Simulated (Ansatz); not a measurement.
**BAs: further runs on the relaxed cell**

The task here is to estimate one member of a computed series from the others.

Program: Ansatz 0.2.0. Level of theory: DFT HSE06, scalar-relativistic, plane waves, PAW. These are calculated values, not measurements.

## The system as given

The structure is cubic, space group F-43m (No. 216). The conventional cell has a = 4.772 Å, b = 4.772 Å, c = 4.772 Å, α = 90.00°, β = 90.00°, γ = 90.00°. B (site symmetry -43m) is surrounded by 4 As at 2.07 Å. As (site symmetry -43m) is surrounded by 4 B at 2.07 Å.

As a file:

```
CELL_PARAMETERS angstrom
0.00000 2.38607 2.38607
2.38607 0.00000 2.38607
2.38607 2.38607 0.00000
ATOMIC_POSITIONS crystal
B 0.00000 0.00000 0.00000
As 0.25000 0.25000 0.25000
```

This cell was relaxed beforehand with the same method: volume 13.58 Å³/atom, gap on the mesh 1.94 eV.

The first run:

Input file input.yaml:

```yaml
crystal:
  lattice:
    - [0.0, 2.3619709134, 2.3619709134]
    - [2.3619709134, 0.0, 2.3619709134]
    - [2.3619709134, 2.3619709134, 0.0]
  atoms:
    - { symbol: B, position: [0.0, 0.0, 0.0] }
    - { symbol: As, position: [0.25, 0.25, 0.25] }
basis:
  ecutwfc: 420
kpoints:
  mp_grid: { grid: [6, 6, 6] }
hamiltonian:
  xc: hse06
scf:
  occupations: { method: gaussian, width: 0.02 }
output:
  forces: true
  stress: true
  eigenvalues: true
```

Started as:

```console
> ansatz run input.yaml --threads 4 --pin off --max-ram 10240MiB --backend cpu --events-out ev --progress --plain --runs-dir out
```

Among the steps run: Volume × 0.97; Volume × 1.03; Volume × 0.94; Point at V/V0 = 1.06.

One of the session's tables, all rows but one given; the rest of the session is left out.

```
volume (Å³/atom)  energy above the lowest point (meV/atom)  pressure (GPa)  gap on the mesh (eV)
          12.770                                      24.6           10.20                  1.89
          13.177                                       5.8            4.71                  1.91
          13.585                                       0.0            0.00                  1.94
          13.992                                         ?               ?                     ?
          14.400                                      20.2           -7.57                  1.98
```

Estimate the missing values for volume (Å³/atom) = 13.992.

Worked estimate for «energy above the lowest point (meV/atom)». A straight line through the neighbours (13.585, 0.0) and (14.400, 20.2) gives 0.0 + (20.2 − 0.0) × (13.992 − 13.585) / (14.400 − 13.585) = 10.1; a parabola fitted to 3 rows on both sides gives 4.8.

**Answer.** energy above the lowest point (meV/atom): 5.3; pressure (GPa): -4.07; gap on the mesh (eV): 1.96. In «energy above the lowest point (meV/atom)» the line misses by +4.8 and the parabola by -0.5.

Caveats from the session: Warnings in the runs' records: stress exchange threshold loose, stress scf threshold loose.
